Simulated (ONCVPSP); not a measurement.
**Sm: generating and testing an ONCV potential**

Task: generate the file, and judge it by its errors in other configurations, its logarithmic derivatives, its ghosts and its cutoff.

Program: ONCVPSP 4.0.1. Reference atom: LDA (Perdew-Wang 92), scalar-relativistic, spherical and spin-unpolarised. All values are calculated.

### Step 1. Starting point

The settings as typed:

```json
{"element": "samarium (Sm, Z = 62)", "type": "optimised norm-conserving Vanderbilt (ONCV)", "frozen core": "[Kr] 4d10", "valence charge": "16", "reference configuration": "4f5 5s2 5p6 5d1 6s2", "partial waves": "5s+6s: rc 2.40 bohr, ncon 4, nbas 7, qcut 5.4 1/bohr, 2 projectors; 5p: rc 2.65 bohr, ncon 3, nbas 8, qcut 4.4 1/bohr, 2 projectors, debl 3.7 Ha; 5d: rc 3.75 bohr, ncon 4, nbas 9, qcut 4.9 1/bohr, 2 projectors, debl 1.1 Ha; 4f: rc 1.55 bohr, ncon 3, nbas 7, qcut 10 1/bohr, local", "local potential": "the f channel", "core correction": "not asked for"}
```

The nodes and maxima of the atom's own shells, from an earlier all-electron run, set the scale for the radii.

All-electron outer shells of the reference configuration (LDA (PZ), scalar-relativistic, ld1.x):

```json
{"shell": "4d", "level (eV)": "-135.33", "outermost node (bohr)": "0.28", "outermost maximum (bohr)": "0.58"}
{"shell": "5s", "level (eV)": "-46.84", "outermost node (bohr)": "0.68", "outermost maximum (bohr)": "1.25"}
{"shell": "5p", "level (eV)": "-26.08", "outermost node (bohr)": "0.73", "outermost maximum (bohr)": "1.42"}
{"shell": "4f", "level (eV)": "-8.17", "outermost node (bohr)": "–", "outermost maximum (bohr)": "0.61"}
{"shell": "6s", "level (eV)": "-4.14", "outermost node (bohr)": "1.66", "outermost maximum (bohr)": "3.44"}
{"shell": "5d", "level (eV)": "-2.89", "outermost node (bohr)": "0.83", "outermost maximum (bohr)": "2.03"}
{"shell": "6p", "level (eV)": "-1.40", "outermost node (bohr)": "1.99", "outermost maximum (bohr)": "4.64"}
```

### Step 2. Generating the potential

File Sm.dat:

```
# ATOM AND REFERENCE CONFIGURATION
# atsym  z   nc   nv     iexc    psfile
  Sm 62.00    9    5  -001012      upf
#
#   n    l    f
    1    0    2.00
    2    0    2.00
    2    1    6.00
    3    0    2.00
    3    1    6.00
    3    2   10.00
    4    0    2.00
    4    1    6.00
    4    2   10.00
    4    3    5.00
    5    0    2.00
    5    1    6.00
    5    2    1.00
    6    0    2.00
#
# PSEUDOPOTENTIAL AND OPTIMIZATION
# lmax
    3
#
#   l,   rc,      ep,       ncon, nbas, qcut
    0    2.40    0.00    4    7    5.40
    1    2.65    0.00    3    8    4.40
    2    3.75    0.00    4    9    4.90
    3    1.55    0.00    3    7   10.00
#
# LOCAL POTENTIAL
# lloc, lpopt,  rc(5),   dvloc0
    3    5    1.55    0.00
#
# VANDERBILT-KLEINMAN-BYLANDER PROJECTORs
# l, nproj, debl
    0    2    1.70
    1    2    3.70
    2    2    1.10
    3    0    0.60
#
# MODEL CORE CHARGE
# icmod, fcfact, rcfact
    0    0.00    0.00
#
# LOG DERIVATIVE ANALYSIS
# epsh1, epsh2, depsh
   -3.00    5.00    0.02
#
# OUTPUT GRID
# rlmax, drl
    6.00    0.01
#
# TEST CONFIGURATIONS
# ncnf
    4
# nvcnf
#   n    l    f
    5
    4    3    6.00
    5    0    2.00
    5    1    6.00
    5    2    0.00
    6    0    2.00
#
    5
    4    3    6.00
    5    0    2.00
    5    1    6.00
    5    2    0.00
    6    0    1.00
#
    5
    4    3    6.00
    5    0    2.00
    5    1    6.00
    5    2    0.00
    6    0    0.00
#
    6
    4    3    6.00
    5    0    2.00
    5    1    6.00
    5    2    0.00
    6    0    1.00
    6    1    1.00
#
```

Launch:

```
$ oncvpsp.x < Sm.dat > Sm.out
```

Before running it: what results should come out? Wanted: cutoffs for 1 and 0.1 mHa per electron, occupied waves; bound ghosts; GHOST(+) flags; largest test error; largest phase difference near zero energy, channels read.

As calculated:

```
                                                quantity                              value
  cutoffs for 1 and 0.1 mHa per electron, occupied waves                    45 Ha and 51 Ha
                                            bound ghosts   s at -248.03 eV, p at -122.45 eV
                                          GHOST(+) flags                        d at 181 eV
                            largest test error (AE − PS)  +214 meV, for 4f6 5s2 5p6 5d0 6s0
largest phase difference near zero energy, channels read                          0.081 rad
```

What this shows: A bound ghost (s, p) makes it unfit for use: electrons can fall into a state that the atom doesn't have. The worst unpolarised test, 4f6 5s2 5p6 5d0 6s0, is off by 214 meV on 14.4 eV; by total energies transferability rates as poor. By its cutoff, 45 Ha for the looser tolerance, it is hard. At the looser tolerance the 4f wave is the slowest; 5s needs 9 Ha. Near zero energy the largest phase difference among the channels read is 0.08 rad, in the f channel. The program also flags highly localised states, GHOST(+) (d). All of this concerns the isolated atom, not yet a solid.
